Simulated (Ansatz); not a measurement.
The system is HfIn4SiO6.

```
Hf In Si O
1.0
     2.71585   -4.70357    0.00833
     2.71585    4.70357    0.00833
    -1.87915    0.00000    7.40127
Hf In Si O
1 4 1 6
Cartesian
  2.7159 -2.7125 0.0083
  1.7763 -1.1453 3.7090
  2.7159 0.4231 0.0083
  1.7763 2.0313 3.7090
  1.7763 -4.3098 3.7090
  2.7159 3.5589 0.0083
  -1.1497 0.2444 6.4159
  4.7022 0.2444 1.0021
  1.9910 -1.2091 6.4253
  1.5616 -1.2091 0.9927
  1.8741 2.2355 0.9933
  1.6785 2.2355 6.4246
```

The cell was built by a generator and needn't be a form met in nature.

Base run:

```yaml
Program: Ansatz 0.2.0
Functional: revPBE
Potentials_or_basis: Ansatz PAW
Cutoff: "420 eV (not typed: the program's choice for these potentials)"
k_mesh: 6 × 6 × 4
Occupations: fermi-dirac, width 0.05 eV
Spin: no spin polarisation
```

Its results: band gap on the k mesh none (metal or under the smearing width); pressure 2.3 GPa; largest force 0.112 eV/Å.

**Question.** The run is repeated on the same cell with these changes: functional from revPBE to PBE; potentials or basis from Ansatz PAW to Ansatz NC; cutoff from 420 eV (not typed: the program's choice for these potentials) to 1240 eV (not typed: the program's choice for these potentials). What comes out?

**Answer.** Band gap on the k mesh none (metal or under the smearing width); pressure 0.1 GPa; largest force 0.013 eV/Å.

Caveats: spin-orbit coupling is left out, which moves the levels of the heavy elements (some runs); the PAW data sets come from PBE, with cores solved anew for the run's functional, which leaves a small shift of forces and pressure (some runs).
